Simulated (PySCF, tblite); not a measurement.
# C2H7O2Si radical, a small gas-phase stand-in for a defect centre (C site with back bonds C[SiH3], O, O): EPR parameters

Aim: the EPR parameters of `O[C](O)C[SiH3]`. It is drawn as: dangling bond.

Programs: tblite 0.8.0 and PySCF 2.14.0. All values are calculated, for the isolated system unless a continuum is named. Atoms count from 0, parts from 1.

## 1. The system as given

12 atoms, charge 0, multiplicity 2; geometry: distance geometry start.

## 2. Geometry optimisation with GFN2-xTB

What the job is given:

```
{"job": {"kind": "relax", "xc": "GFN2-xTB", "basis": "xTB"}, "charge": 0, "multiplicity": 2}
C     -1.259741     0.019025     0.147581
C      0.045502     0.206788     0.892791
Si     1.457911    -0.029506    -0.267628
O     -1.197166    -1.303282    -0.352331
O     -1.134620     0.856545    -0.967239
H     -0.029055     1.227232     1.377557
H      0.120407    -0.601204     1.704464
H      2.524935    -0.892494     0.288785
H      2.094983     1.250457    -0.664746
H      0.904844    -0.710125    -1.447674
H     -2.036158    -1.732946    -0.045149
H     -1.448237     1.744589    -0.676932
```

With the program's defaults for keys left out, this is: GFN2-xTB geometry optimisation, gas phase.

The run is started by

```console
$ OMP_NUM_THREADS=1 python cluster_run.py task.json out
```

This one command runs all jobs of the session in turn.

Output:

```text
step      E/eV     max force
  0    -478.92567    4.109
  1    -479.37424    1.769
  2    -479.46916    0.799
  3    -479.52028    0.837
  4    -479.56653    0.678
  5    -479.59060    0.472
  6    -479.60444    0.316
  7    -479.62199    0.494
  8    -479.64344    0.600
  9    -479.66474    0.396
 10    -479.68407    0.434
 11    -479.70593    0.448
 12    -479.73506    0.751
 13    -479.76381    0.720
 14    -479.77660    0.878
 15    -479.77266    1.261
 16    -479.80474    0.353
 17    -479.81383    0.314
 18    -479.84828    0.828
 19    -479.86196    0.547
 20    -479.88525    0.450
 21    -479.89704    0.387
 22    -479.90451    0.578
 23    -479.91677    0.323
 24    -479.92361    0.307
 25    -479.93638    0.291
 26    -479.94274    0.279
 27    -479.95208    0.242
 28    -479.95637    0.188
 29    -479.95903    0.256
 30    -479.96196    0.177
 31    -479.96665    0.147
 32    -479.97365    0.167
 33    -479.97723    0.153
 34    -479.98065    0.232
 35    -479.98385    0.170
 36    -479.98692    0.187
 37    -479.99124    0.209
 38    -479.99430    0.194
 39    -479.99801    0.169
 40    -480.00006    0.122
 41    -480.00027    0.237
 42    -480.00173    0.059
 43    -480.00208    0.053
 44    -480.00319    0.088
 45    -480.00385    0.072
 46    -480.00463    0.070
 47    -480.00494    0.053
 48    -480.00515    0.051
 49    -480.00553    0.044
 50    -480.00595    0.046
 51    -480.00626    0.027
 52    -480.00641    0.025
 53    -480.00650    0.033
 54    -480.00659    0.028
 55    -480.00668    0.033
 56    -480.00674    0.020
 57    -480.00680    0.025
 58    -480.00689    0.033
 59    -480.00708    0.044
 60    -480.00740    0.057
 61    -480.00779    0.056
 62    -480.00808    0.058
 63    -480.00824    0.053
 64    -480.00837    0.047
 65    -480.00852    0.044
 66    -480.00876    0.058
 67    -480.00908    0.064
 68    -480.00943    0.062
 69    -480.00978    0.063
 70    -480.01009    0.053
 71    -480.01032    0.035
 72    -480.01051    0.037
 73    -480.01073    0.036
 74    -480.01100    0.042
 75    -480.01136    0.059
 76    -480.01177    0.065
 77    -480.01230    0.076
 78    -480.01300    0.069
 79    -480.01348    0.125
 80    -480.01466    0.101
 81    -480.01602    0.123
 82    -480.01809    0.187
 83    -480.02066    0.269
 84    -480.02212    0.297
 85    -480.02719    0.134
 86    -480.02994    0.132
 87    -480.03157    0.138
 88    -480.03303    0.151
 89    -480.03599    0.146
 90    -480.04002    0.152
 91    -480.04158    0.122
 92    -480.04263    0.155
 93    -480.04405    0.062
 94    -480.04433    0.056
 95    -480.04481    0.060
 96    -480.04536    0.075
 97    -480.04594    0.057
 98    -480.04636    0.049
 99    -480.04663    0.042
100    -480.04677    0.036
101    -480.04693    0.033
102    -480.04703    0.021
103    -480.04708    0.014
104    -480.04710    0.009
105    -480.04711    0.007
```

Wall time 2.1 s (1 thread of Arm Neoverse V1, shared host).

The steps of the relaxation:

| step | energy from step 0 (eV) | largest force (eV/Å) |
| --- | --- | --- |
| 0 | 0.0000 | 4.1086 |
| 4 | -0.6409 | 0.6777 |
| 8 | -0.7178 | 0.6004 |
| 12 | -0.8094 | 0.7513 |
| 16 | -0.8791 | 0.3529 |
| 20 | -0.9596 | 0.4501 |
| 24 | -0.9979 | 0.3078 |
| 28 | -1.0307 | 0.1887 |
| 32 | -1.0480 | 0.1662 |
| 36 | -1.0612 | 0.1866 |
| 40 | -1.0744 | 0.1222 |
| 44 | -1.0775 | 0.0878 |
| 48 | -1.0795 | 0.0508 |
| 52 | -1.0807 | 0.0251 |
| 56 | -1.0811 | 0.0197 |
| 60 | -1.0817 | 0.0566 |
| 64 | -1.0827 | 0.0470 |
| 68 | -1.0838 | 0.0620 |
| 72 | -1.0848 | 0.0376 |
| 76 | -1.0861 | 0.0648 |
| 80 | -1.0890 | 0.1005 |
| 84 | -1.0964 | 0.2967 |
| 88 | -1.1074 | 0.1515 |
| 92 | -1.1170 | 0.1549 |
| 96 | -1.1197 | 0.0750 |
| 100 | -1.1211 | 0.0365 |
| 104 | -1.1214 | 0.0091 |
| 105 | -1.1214 | 0.0073 |

Close pairs (by a distance rule), those that changed most:

| bond | before (Å) | after (Å) | change (Å) |
| --- | --- | --- | --- |
| C1–Si2 | 1.843 | 1.938 | +0.095 |
| C1–H6 | 1.148 | 1.088 | -0.059 |
| C0–O3 | 1.415 | 1.372 | -0.043 |
| C1–H5 | 1.132 | 1.091 | -0.041 |
| C0–C1 | 1.515 | 1.476 | -0.038 |
| O3–H10 | 0.991 | 0.964 | -0.027 |
| O4–H11 | 0.986 | 0.961 | -0.025 |
| Si2–H7 | 1.481 | 1.462 | -0.019 |

## 3. Relaxing the molecule at PBE0-D3(BJ)/def2-SVP

What the job is given:

```
{"job": {"xc": "PBE0", "basis": "def2-SVP", "d3": "d3bj", "grid": 2, "kind": "geom", "shake": 0.01}, "charge": 0, "multiplicity": 2}
C     -1.190053    -0.068412     0.253815
C      0.092852     0.057104     0.921917
Si     1.559280    -0.117526    -0.322397
O     -1.558392    -1.291229    -0.169852
O     -1.606235     0.934698    -0.662079
H      0.163744     1.017942     1.451180
H      0.171735    -0.737161     1.662871
H      2.851535     0.004222     0.420106
H      1.469215     0.994504    -1.254184
H      1.459872    -1.410925    -0.967075
H     -2.193711    -1.185613    -0.909786
H     -1.181352     1.774812    -0.407516
```

Output:

```text
step   0  E = -519.66485230  max force = 0.037646
step   1  E = -519.66930630  max force = 0.014882
step   2  E = -519.67027539  max force = 0.010706
step   3  E = -519.67140973  max force = 0.004444
step   4  E = -519.67172267  max force = 0.001643
step   5  E = -519.67190463  max force = 0.001826
step   6  E = -519.67206124  max force = 0.001026
step   7  E = -519.67207638  max force = 0.000356
step   8  E = -519.67208064  max force = 0.000138
optimisation converged
```

It took 95 s on 1 thread of Arm Neoverse V1, shared host; peak memory 0.59 GiB.

Step by step:

| step | energy from step 0 (eV) | largest force component (eV/Å) |
| --- | --- | --- |
| 0 | 0.0000 | 1.9358 |
| 1 | -0.1212 | 0.7653 |
| 2 | -0.1476 | 0.5505 |
| 3 | -0.1784 | 0.2285 |
| 4 | -0.1870 | 0.0845 |
| 5 | -0.1919 | 0.0939 |
| 6 | -0.1962 | 0.0528 |
| 7 | -0.1966 | 0.0183 |
| 8 | -0.1967 | 0.0071 |

Distances of close pairs at the start and the end, largest changes first:

| bond | before (Å) | after (Å) | change (Å) |
| --- | --- | --- | --- |
| C0–O4 | 1.421 | 1.376 | -0.045 |
| Si2–H9 | 1.449 | 1.492 | +0.043 |
| C0–C1 | 1.452 | 1.494 | +0.042 |
| Si2–H8 | 1.454 | 1.495 | +0.041 |
| C1–Si2 | 1.931 | 1.909 | -0.022 |
| O3–H10 | 0.981 | 0.965 | -0.016 |
| O4–H11 | 0.975 | 0.963 | -0.012 |
| C1–H6 | 1.089 | 1.101 | +0.012 |

The end geometry stands in the next job.

| at the end point | value |
| --- | --- |
| point group (found at 0.08 Å tolerance) | C1 |
| rotational constants (GHz, main isotopes) | 6.530, 2.422, 2.195 |
| dipole moment (D) | 1.82 |
| ⟨S²⟩ | 0.753 |

## 4. EPR parameters: B3LYP/IGLO-III+pcH-1

What the job is given:

```
{"job": {"kind": "epr"}, "charge": 0, "multiplicity": 2}
C     -1.228652    -0.012779     0.186827
C      0.078350     0.126333     0.896659
Si     1.595316    -0.115364    -0.236415
O     -1.525642    -1.294624    -0.137593
O     -1.472748     0.824087    -0.877530
H      0.158455     1.117227     1.374531
H      0.123528    -0.618601     1.706182
H      2.847401    -0.070348     0.582271
H      1.666579     0.981090    -1.250166
H      1.524202    -1.427645    -0.942390
H     -2.297887    -1.272851    -0.716177
H     -1.430224     1.735144    -0.568278
```

Method: UKS B3LYP, IGLO-III on C O Si, pcH-1 on H, non-relativistic, mean-field spin-orbit, GIAO.

Output:

```text
UKS, coarse grid
  cycle   1  E = -520.30039420  |g| = 6.36e-01
  cycle   2  E = -520.09330579  |g| = 9.97e-01
  cycle   3  E = -520.43736446  |g| = 8.06e-02
  cycle   4  E = -520.43929423  |g| = 3.92e-02
  cycle   5  E = -520.44002583  |g| = 7.65e-03
  cycle   6  E = -520.44005641  |g| = 2.40e-03
  cycle   7  E = -520.44005892  |g| = 1.66e-03
  cycle   8  E = -520.44005974  |g| = 4.85e-04
UKS, final grid
  cycle   1  E = -520.44004710  |g| = 7.04e-04
  cycle   2  E = -520.44004678  |g| = 1.22e-03
  cycle   3  E = -520.44004728  |g| = 7.59e-05
  cycle   4  E = -520.44004729  |g| = 2.00e-05
E = -520.44004729 Eh   <S^2> = 0.7528 (exact 0.7500)
g shifts (ppm)      1          2          3
  rmc          -220       -220       -220
  gc             13          9        -14
  oz_so        -135       1537       1791
  total        -341       1326       1558
hyperfine (MHz)  atom isotope    a_iso     a_fc   dipolar eigenvalues
    0   13C     300.76     300.81    -69.04    -68.06    137.10
    1   13C      31.59      31.59     -4.85     -3.94      8.80
    2  29Si     -70.60     -70.75    -17.35      8.56      8.79
    3   17O     -13.64     -13.70    -44.17     21.18     22.99
    4   17O     -17.53     -17.58    -41.68     20.09     21.60
    5    1H      28.62      28.62     -5.87     -5.05     10.92
    6    1H       7.09       7.09     -5.77     -4.59     10.36
    7    1H       8.20       8.20     -1.95     -0.57      2.51
    8    1H      -1.06      -1.06     -2.13     -0.78      2.92
    9    1H      -0.87      -0.88     -2.20     -0.85      3.06
   10    1H      -2.09      -2.12    -10.24     -7.76     17.99
   11    1H       0.70       0.68    -12.05     -7.96     20.01
```

It took 55 s on 1 thread of Arm Neoverse V1, shared host; peak memory 0.93 GiB.

Principal g values 2.00198, 2.00365, 2.00388; g(iso) = 2.00317, against 2.00232 for a free electron.

Hyperfine couplings, nucleus by nucleus at this fixed geometry (no averaging over rotations):

| nuclei | isotope | a(iso) (MHz) | a(iso) (G, at g = 2.0023) | largest dipolar term (MHz) |
| --- | --- | --- | --- | --- |
| C0 | 13C | 300.8 | 107.3 | 137.1 |
| Si2 | 29Si | -70.6 | -25.2 | -17.3 |
| C1 | 13C | 31.6 | 11.3 | 8.8 |
| H5 | 1H | 28.6 | 10.2 | 10.9 |
| O4 | 17O | -17.5 | -6.3 | -41.7 |
| O3 | 17O | -13.6 | -4.9 | -44.2 |
| H7 | 1H | 8.2 | 2.9 | 2.5 |
| H6 | 1H | 7.1 | 2.5 | 10.4 |
| H10 | 1H | -2.1 | -0.7 | 18.0 |
| H8 | 1H | -1.1 | -0.4 | 2.9 |
| H9 | 1H | -0.9 | -0.3 | 3.1 |
| H11 | 1H | 0.7 | 0.2 | 20.0 |

Mulliken spin populations:

| atom | value (e) |
| --- | --- |
| C0 | 0.86 |
| C1 | -0.07 |
| Si2 | 0.09 |
| O3 | 0.07 |
| O4 | 0.05 |
| H5 | 0.01 |
| H6 | 0.00 |
| H7 | 0.00 |
| H8 | 0.00 |
| H9 | 0.00 |
| H10 | 0.00 |
| H11 | 0.00 |

In first order the couplings over 0.8 MHz of 1H give 64 distinct lines over 17.1 G.

## 5. EPR parameters: BHandHLYP/IGLO-III+pcH-1

Same as in step 4 but for these lines:

```diff
@@ -1,2 +1,2 @@
-{"job": {"kind": "epr"}, "charge": 0, "multiplicity": 2}
+{"job": {"kind": "epr", "xc": "BHandHLYP"}, "charge": 0, "multiplicity": 2}
 C     -1.228652    -0.012779     0.186827
```

With the program's defaults for keys left out, this is: UKS BHandHLYP, IGLO-III on C O Si, pcH-1 on H, non-relativistic, mean-field spin-orbit, GIAO.

Output:

```text
UKS, coarse grid
  cycle   1  E = -520.17443926  |g| = 5.35e-01
  cycle   2  E = -520.17091350  |g| = 5.83e-01
  cycle   3  E = -520.28208417  |g| = 4.72e-02
  cycle   4  E = -520.28328504  |g| = 1.93e-02
  cycle   5  E = -520.28353591  |g| = 6.92e-03
  cycle   6  E = -520.28358244  |g| = 2.17e-03
  cycle   7  E = -520.28358916  |g| = 7.15e-04
UKS, final grid
  cycle   1  E = -520.28358438  |g| = 4.17e-04
  cycle   2  E = -520.28358453  |g| = 2.62e-04
  cycle   3  E = -520.28358458  |g| = 1.21e-04
  cycle   4  E = -520.28358460  |g| = 6.04e-05
  cycle   5  E = -520.28358460  |g| = 1.24e-05
E = -520.28358460 Eh   <S^2> = 0.7546 (exact 0.7500)
g shifts (ppm)      1          2          3
  rmc          -222       -222       -222
  gc             12          5        -18
  oz_so        -123       1436       1669
  total        -333       1219       1428
hyperfine (MHz)  atom isotope    a_iso     a_fc   dipolar eigenvalues
    0   13C     343.42     343.48    -72.95    -71.63    144.58
    1   13C      20.79      20.79     -5.36     -3.72      9.08
    2  29Si     -69.02     -69.16    -16.35      7.95      8.40
    3   17O     -19.97     -20.03    -43.03     20.19     22.84
    4   17O     -21.20     -21.25    -40.72     19.32     21.40
    5    1H      29.02      29.01     -5.94     -5.35     11.29
    6    1H       8.28       8.28     -5.90     -4.88     10.77
    7    1H       9.00       9.00     -1.77     -0.62      2.39
    8    1H      -0.88      -0.88     -2.05     -0.91      2.97
    9    1H      -0.83      -0.83     -2.13     -0.98      3.12
   10    1H      -3.33      -3.36    -10.52     -7.91     18.42
   11    1H       0.22       0.20    -12.35     -8.15     20.50
```

It took 72 s on 1 thread of Arm Neoverse V1, shared host; peak memory 1 GiB.

In short: g(iso) 2.00309.

## 6. Side by side: EPR parameters

g, ⟨S²⟩ and isotropic hyperfine couplings (MHz), with basis size and wall time:

| run | g(iso) | ⟨S²⟩ | 13C C0 | 29Si Si2 | 13C C1 | 1H H5 | 17O O4 | functions | time |
| --- | --- | --- | --- | --- | --- | --- | --- | --- | --- |
| B3LYP/IGLO-III+pcH-1 | 2.00317 | 0.753 | 300.8 | -70.6 | 31.6 | 28.6 | -17.5 | 254 | 55 s |
| BHandHLYP/IGLO-III+pcH-1 | 2.00309 | 0.755 | 343.4 | -69.0 | 20.8 | 29.0 | -21.2 | 254 | 72 s |

## 7. Results

| quantity | value |
| --- | --- |
| point group | C1 |
| rotational constants (main isotopes) | 6.53, 2.42, 2.19 GHz |
| g(iso) (B3LYP) | 2.00317 |
| ⟨S²⟩ | 0.753 (exact 0.75) |
| largest a(iso) | 13C on C0, 300.8 MHz |

What this shows: The start of the PBE0/def2-SVP relaxation was shaken at random by about 0.01 Å, so part of the energy gained, and of the first lengths quoted, undoes that. Relaxing lowered the energy by 0.197 eV in 8 steps; the close pair that moved most is C0–O4, from 1.421 to 1.376 Å (PBE0/def2-SVP). C0 carries the largest spin population, 0.86 e. The isotropic g lies 0.8 ppt above the free-electron value. The coupling of 13C on C0 runs from 300.8 (B3LYP/IGLO-III+pcH-1) to 343.4 MHz (BHandHLYP/IGLO-III+pcH-1). A capped cluster stands for the solid here, so long-range fields and strain are missing, and bands or shifts of the capping hydrogens have no counterpart in it.
